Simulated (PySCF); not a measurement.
# A gas-phase reaction: H3InO2 + N2O → H3InO3 + N2

Wanted: the reaction energy for `[OH][InH][OH]` + `[N-]=[N+]=O` → `[OH][In]([OH])[OH]` + `N#N`.

Programs: PySCF 2.14.0. All values are calculated, for the isolated system unless a continuum is named. Atoms count from 0, parts from 1.

## Step 1: Starting point

Each species was relaxed by itself at PBE0-D3(BJ)/def2-SVPD.

## Step 2: Reaction energy: wB97M-D3(BJ)/def2-TZVPD

What the job is given:

```
{"job": {"kind": "react", "xc": "wB97M-D3(BJ)", "basis": "def2-TZVPD"}, "charge": 0, "multiplicity": 1}
-1 H3InO2 charge 0 multiplicity 1
O     -0.812310    -1.315870    -0.203930
In     0.078250     0.476550    -0.387890
O      1.064660     0.815470     1.318000
H     -1.328830    -1.608100    -0.959970
H      0.038030     1.541140    -1.709270
H      0.960280     0.090300     1.942940

-1 N2O charge 0 multiplicity 1
N      1.145750     0.029120     0.010640
N      0.021820    -0.013110    -0.001850
O     -1.154160    -0.057320    -0.014940

+1 H3InO3 charge 0 multiplicity 1
O     -0.979560     1.710550     0.937590
In    -0.077790     0.104840     0.189970
O      0.221020     0.019410    -1.791500
O      0.476800    -1.330060     1.460990
H     -1.215330     2.351500     0.258900
H      0.655470    -0.784410    -2.092900
H      0.919400    -2.071830     1.036900

+1 N2 charge 0 multiplicity 1
N      0.513750     0.006450    -0.192650
N     -0.513800    -0.006450     0.192640
```

Method: wB97M-D3(BJ)/def2-TZVPD reaction energy of separated species, gas phase.

Started as:

```sh
OMP_NUM_THREADS=1 python cluster_run.py task.json out
```

One launch serves the whole session: the jobs run in the order shown.

What it wrote:

```text
species 1 (H3InO2)
coarse grid: 25864 points
cycle   1  E = -341.8786724965  dE = -3.246e+01  |g| = 1.891e+00  |ddm| = 4.675e+01
cycle   2  E = -342.0108308728  dE = -1.322e-01  |g| = 1.875e+00  |ddm| = 5.797e+00
cycle   3  E = -342.5272674714  dE = -5.164e-01  |g| = 2.387e-01  |ddm| = 1.719e+00
cycle   4  E = -342.5338510965  dE = -6.584e-03  |g| = 1.450e-01  |ddm| = 2.632e-01
cycle   5  E = -342.5373868020  dE = -3.536e-03  |g| = 9.679e-03  |ddm| = 1.584e-01
cycle   6  E = -342.5374289822  dE = -4.218e-05  |g| = 5.119e-03  |ddm| = 2.600e-02
cycle   7  E = -342.5374354622  dE = -6.480e-06  |g| = 2.979e-03  |ddm| = 9.705e-03
final grid: 52576 points
cycle   8  E = -342.5374296513  dE =  7.443e-07  |g| = 3.975e-03  |ddm| = 4.789e-03
cycle   9  E = -342.5374273269  dE =  2.324e-06  |g| = 5.487e-03  |ddm| = 4.561e-03
cycle  10  E = -342.5374322972  dE = -4.970e-06  |g| = 7.814e-05  |ddm| = 2.735e-03
cycle  11  E = -342.5374323016  dE = -4.347e-09  |g| = 4.469e-05  |ddm| = 2.452e-04
cycle  12  E = -342.5374323026  dE = -1.047e-09  |g| = 2.177e-05  |ddm| = 1.010e-04
cycle  13  E = -342.5374323028  dE = -1.193e-10  |g| = 4.965e-06  |ddm| = 2.655e-05
converged SCF energy = -342.5374323028

species 2 (N2O)
coarse grid: 15424 points
cycle   1  E = -184.6618534797  dE =  6.983e-01  |g| = 8.261e-01  |ddm| = 1.717e+00
cycle   2  E = -184.5841268226  dE =  7.773e-02  |g| = 1.134e+00  |ddm| = 9.885e-01
cycle   3  E = -184.7852497546  dE = -2.011e-01  |g| = 1.175e-01  |ddm| = 4.952e-01
cycle   4  E = -184.7864126888  dE = -1.163e-03  |g| = 8.425e-02  |ddm| = 1.014e-01
cycle   5  E = -184.7877140765  dE = -1.301e-03  |g| = 1.003e-02  |ddm| = 4.527e-02
cycle   6  E = -184.7877343791  dE = -2.030e-05  |g| = 1.578e-03  |ddm| = 1.117e-02
cycle   7  E = -184.7877352707  dE = -8.916e-07  |g| = 4.463e-04  |ddm| = 4.009e-03
final grid: 33192 points
cycle   8  E = -184.7877166897  dE = -2.550e-08  |g| = 5.814e-04  |ddm| = 1.905e-03
cycle   9  E = -184.7877165450  dE =  1.447e-07  |g| = 1.087e-03  |ddm| = 7.536e-04
cycle  10  E = -184.7877167608  dE = -2.158e-07  |g| = 4.357e-05  |ddm| = 5.313e-04
cycle  11  E = -184.7877167613  dE = -5.370e-10  |g| = 2.674e-05  |ddm| = 9.312e-05
converged SCF energy = -184.7877167613

species 3 (H3InO3)
coarse grid: 31048 points
cycle   1  E = -417.2157958004  dE = -3.250e+01  |g| = 1.853e+00  |ddm| = 4.763e+01
cycle   2  E = -417.4867720079  dE = -2.710e-01  |g| = 1.581e+00  |ddm| = 5.423e+00
cycle   3  E = -417.8313097624  dE = -3.445e-01  |g| = 1.478e-01  |ddm| = 1.590e+00
cycle   4  E = -417.8333301900  dE = -2.020e-03  |g| = 1.227e-01  |ddm| = 1.650e-01
cycle   5  E = -417.8359093518  dE = -2.579e-03  |g| = 8.922e-03  |ddm| = 1.365e-01
cycle   6  E = -417.8359864155  dE = -7.706e-05  |g| = 4.313e-03  |ddm| = 3.573e-02
cycle   7  E = -417.8359944333  dE = -8.018e-06  |g| = 2.953e-03  |ddm| = 1.115e-02
final grid: 63784 points
cycle   8  E = -417.8359491914  dE =  3.681e-07  |g| = 3.979e-03  |ddm| = 4.456e-03
cycle   9  E = -417.8359467359  dE =  2.456e-06  |g| = 5.616e-03  |ddm| = 5.296e-03
cycle  10  E = -417.8359519726  dE = -5.237e-06  |g| = 1.265e-04  |ddm| = 2.911e-03
cycle  11  E = -417.8359519945  dE = -2.189e-08  |g| = 7.192e-05  |ddm| = 5.929e-04
cycle  12  E = -417.8359519959  dE = -1.364e-09  |g| = 2.465e-05  |ddm| = 1.064e-04
cycle  13  E = -417.8359519960  dE = -1.274e-10  |g| = 2.959e-06  |ddm| = 2.410e-05
converged SCF energy = -417.8359519960

species 4 (N2)
coarse grid: 10240 points
cycle   1  E = -109.6045724158  dE =  4.454e-02  |g| = 1.682e-01  |ddm| = 1.300e+00
cycle   2  E = -109.6103834829  dE = -5.811e-03  |g| = 7.387e-02  |ddm| = 1.524e-01
cycle   3  E = -109.6112840290  dE = -9.005e-04  |g| = 6.548e-03  |ddm| = 4.575e-02
cycle   4  E = -109.6112982121  dE = -1.418e-05  |g| = 1.069e-03  |ddm| = 1.769e-02
cycle   5  E = -109.6112986924  dE = -4.803e-07  |g| = 2.349e-04  |ddm| = 1.190e-03
final grid: 21984 points
cycle   6  E = -109.6112966183  dE = -3.500e-08  |g| = 7.994e-05  |ddm| = 6.770e-04
cycle   7  E = -109.6112966212  dE = -2.820e-09  |g| = 3.078e-05  |ddm| = 1.477e-04
cycle   8  E = -109.6112966214  dE = -2.857e-10  |g| = 8.417e-06  |ddm| = 5.327e-05
converged SCF energy = -109.6112966214

Reaction energy = -76.513 kcal/mol
```

Wall time 50 s (1 thread of Arm Neoverse N1, shared host); peak memory 0.7 GiB.

Species by species (with the dispersion term, which the log's SCF energies lack):

| ν | species | energy (Eh) | HOMO (eV) |
| --- | --- | --- | --- |
| -1 | [OH][InH][OH] | -342.54059 | -10.86 |
| -1 | [N-]=[N+]=O | -184.78947 | -12.17 |
| +1 | [OH][In]([OH])[OH] | -417.83996 | -11.30 |
| +1 | N#N | -109.61204 | -14.89 |

## Step 3: Reaction energy: PBE0-D3(BJ)/def2-TZVPD

Settings changed since step 2:

```diff
@@ -1,2 +1,2 @@
-{"job": {"kind": "react", "xc": "wB97M-D3(BJ)", "basis": "def2-TZVPD"}, "charge": 0, "multiplicity": 1}
+{"job": {"kind": "react", "xc": "PBE0", "basis": "def2-TZVPD", "disp": "d3bj"}, "charge": 0, "multiplicity": 1}
 -1 H3InO2 charge 0 multiplicity 1
```

Level: PBE0-D3(BJ)/def2-TZVPD reaction energy of separated species, gas phase.

What it wrote:

```text
species 1 (H3InO2)
coarse grid: 25864 points
cycle   1  E = -341.5008951073  dE = -3.210e+01  |g| = 2.083e+00  |ddm| = 4.673e+01
cycle   2  E = -340.7952318187  dE =  7.057e-01  |g| = 3.064e+00  |ddm| = 7.255e+00
cycle   3  E = -342.2815517814  dE = -1.486e+00  |g| = 4.338e-01  |ddm| = 2.637e+00
cycle   4  E = -342.2989003514  dE = -1.735e-02  |g| = 3.119e-01  |ddm| = 5.840e-01
cycle   5  E = -342.3161602761  dE = -1.726e-02  |g| = 2.569e-02  |ddm| = 2.810e-01
cycle   6  E = -342.3162297549  dE = -6.948e-05  |g| = 1.538e-02  |ddm| = 2.379e-02
cycle   7  E = -342.3162704969  dE = -4.074e-05  |g| = 3.963e-03  |ddm| = 1.088e-02
cycle   8  E = -342.3162733380  dE = -2.841e-06  |g| = 3.244e-04  |ddm| = 3.522e-03
final grid: 52576 points
cycle   9  E = -342.3162089521  dE = -1.228e-07  |g| = 4.106e-04  |ddm| = 1.473e-03
cycle  10  E = -342.3162088656  dE =  8.648e-08  |g| = 7.990e-04  |ddm| = 7.500e-04
cycle  11  E = -342.3162089824  dE = -1.168e-07  |g| = 5.439e-05  |ddm| = 4.915e-04
cycle  12  E = -342.3162089829  dE = -5.164e-10  |g| = 6.076e-06  |ddm| = 4.451e-05
converged SCF energy = -342.3162089829

species 2 (N2O)
coarse grid: 3216 points
cycle   1  E = -184.4535026025  dE =  7.159e-01  |g| = 7.390e-01  |ddm| = 1.711e+00
cycle   2  E = -184.1504097710  dE =  3.031e-01  |g| = 1.537e+00  |ddm| = 1.024e+00
cycle   3  E = -184.5234970935  dE = -3.731e-01  |g| = 3.651e-01  |ddm| = 7.202e-01
cycle   4  E = -184.5487533337  dE = -2.526e-02  |g| = 9.414e-02  |ddm| = 2.243e-01
cycle   5  E = -184.5504004498  dE = -1.647e-03  |g| = 6.996e-03  |ddm| = 4.642e-02
cycle   6  E = -184.5504075646  dE = -7.115e-06  |g| = 2.067e-03  |ddm| = 4.689e-03
final grid: 33192 points
cycle   7  E = -184.5460660457  dE =  2.301e-05  |g| = 1.446e-02  |ddm| = 4.965e-02
cycle   8  E = -184.5457685126  dE =  2.975e-04  |g| = 4.144e-02  |ddm| = 2.676e-02
cycle   9  E = -184.5461039625  dE = -3.354e-04  |g| = 2.929e-03  |ddm| = 2.056e-02
cycle  10  E = -184.5461054812  dE = -1.519e-06  |g| = 4.842e-04  |ddm| = 1.403e-03
cycle  11  E = -184.5461055186  dE = -3.738e-08  |g| = 8.091e-05  |ddm| = 2.518e-04
cycle  12  E = -184.5461055200  dE = -1.419e-09  |g| = 1.162e-05  |ddm| = 7.101e-05
cycle  13  E = -184.5461055200  dE = -3.033e-11  |g| = 5.840e-07  |ddm| = 7.524e-06
converged SCF energy = -184.5461055200

species 3 (H3InO3)
coarse grid: 31048 points
cycle   1  E = -416.7482341607  dE = -3.212e+01  |g| = 2.052e+00  |ddm| = 4.770e+01
cycle   2  E = -416.5296374641  dE =  2.186e-01  |g| = 2.551e+00  |ddm| = 6.780e+00
cycle   3  E = -417.5096436712  dE = -9.800e-01  |g| = 2.429e-01  |ddm| = 2.405e+00
cycle   4  E = -417.5102813148  dE = -6.376e-04  |g| = 2.416e-01  |ddm| = 4.150e-01
cycle   5  E = -417.5205402581  dE = -1.026e-02  |g| = 9.788e-03  |ddm| = 2.427e-01
cycle   6  E = -417.5205430537  dE = -2.796e-06  |g| = 9.078e-03  |ddm| = 1.256e-02
cycle   7  E = -417.5205581437  dE = -1.509e-05  |g| = 1.842e-03  |ddm| = 7.374e-03
cycle   8  E = -417.5205587813  dE = -6.376e-07  |g| = 2.917e-04  |ddm| = 1.826e-03
final grid: 63784 points
cycle   9  E = -417.5204633160  dE = -1.611e-07  |g| = 4.276e-04  |ddm| = 1.591e-03
cycle  10  E = -417.5204632402  dE =  7.578e-08  |g| = 7.778e-04  |ddm| = 8.513e-04
cycle  11  E = -417.5204633476  dE = -1.074e-07  |g| = 5.726e-05  |ddm| = 5.705e-04
cycle  12  E = -417.5204633480  dE = -4.673e-10  |g| = 2.219e-05  |ddm| = 5.647e-05
converged SCF energy = -417.5204633480

species 4 (N2)
coarse grid: 2128 points
cycle   1  E = -109.4494084034  dE =  1.300e-01  |g| = 1.032e-01  |ddm| = 1.274e+00
cycle   2  E = -109.4508448421  dE = -1.436e-03  |g| = 4.744e-02  |ddm| = 1.010e-01
cycle   3  E = -109.4512689033  dE = -4.241e-04  |g| = 9.126e-03  |ddm| = 3.530e-02
cycle   4  E = -109.4512855602  dE = -1.666e-05  |g| = 5.136e-04  |ddm| = 5.394e-03
cycle   5  E = -109.4512856075  dE = -4.737e-08  |g| = 7.831e-05  |ddm| = 4.410e-04
final grid: 21984 points
cycle   6  E = -109.4466152829  dE = -6.154e-06  |g| = 2.420e-03  |ddm| = 3.909e-02
cycle   7  E = -109.4466158763  dE = -5.934e-07  |g| = 1.509e-03  |ddm| = 2.418e-03
cycle   8  E = -109.4466163292  dE = -4.529e-07  |g| = 4.775e-05  |ddm| = 9.336e-04
cycle   9  E = -109.4466163296  dE = -4.400e-10  |g| = 5.240e-06  |ddm| = 4.813e-05
converged SCF energy = -109.4466163296

Reaction energy = -65.859 kcal/mol
```

Wall time 24 s (1 thread of Arm Neoverse N1, shared host); peak memory 0.63 GiB.

Reaction energy at this level: -65.86 kcal/mol.

## Step 4: Side by side

Energies in kcal/mol, with wall time:

| run | reaction | time |
| --- | --- | --- |
| wB97M-D3(BJ)/def2-TZVPD | -76.51 | 50 s |
| PBE0-D3(BJ)/def2-TZVPD | -65.86 | 24 s |

## Step 5: Outcome

| quantity | value |
| --- | --- |
| reaction energy (wB97M-D3(BJ)/def2-TZVPD) | -76.51 kcal/mol |
| ΔH, ΔG at 298 K (xTB thermal terms) | -75.6, -76.6 kcal/mol |
| range of the reaction energy over the runs of this table | -76.51 to -65.86 kcal/mol |

In words: The reaction is exothermic by 75.6 kcal/mol in the gas phase; dispersion gives +0.11, and xTB itself gave 2.93 for the electronic energy (xTB energies and thermal terms come from the earlier relaxation of each species, not shown). No barrier was sought. xTB and this level differ widely in the electronic energy, so what comes from xTB (the thermal terms above all) is less safe here. The reaction energy runs from -76.51 (wB97M-D3(BJ)/def2-TZVPD) to -65.86 kcal/mol (PBE0-D3(BJ)/def2-TZVPD).
